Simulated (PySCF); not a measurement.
# C4H6Te: the cost of one run

Computed with PySCF 2.14.0 and routines of our own; the level stands in each step. Atoms count from 0.

## 1. The starting structure

11 atoms, charge 0, multiplicity 1; geometry from: GFN2-xTB.

## 2. Optimising the geometry at PBE0-D3(BJ)/def2-SVP

Job settings and geometry (Å):

```
{"job": {"xc": "PBE0", "basis": "def2-SVP", "d3": "d3bj", "grid": 1, "maxiter": 30, "shake": 0.01, "kind": "geom"}, "charge": 0, "multiplicity": 1}
C      1.804540     0.190280     0.361320
C      0.698050    -0.478840     0.043730
C     -0.487310     0.076060    -0.707250
C     -1.695370     0.071940     0.080140
Te    -1.919270    -0.374540     1.987900
H      1.891710     1.256560     0.076700
H      2.614690    -0.223810     0.899000
H      0.626590    -1.508120     0.328790
H     -0.262920     1.114430    -0.992960
H     -0.626990    -0.503450    -1.608130
H     -2.605610     0.353670    -0.484920
```

On the command line:

```bash
$ OMP_NUM_THREADS=1 python heavy_run.py task.json out
```

The driver reads the jobs from task.json and runs them one after another.

Q: Estimate the wall time and peak memory of this first job on 1 thread of Arm Neoverse V2, shared host.

About 28 s, with a peak of 0.47 GiB.
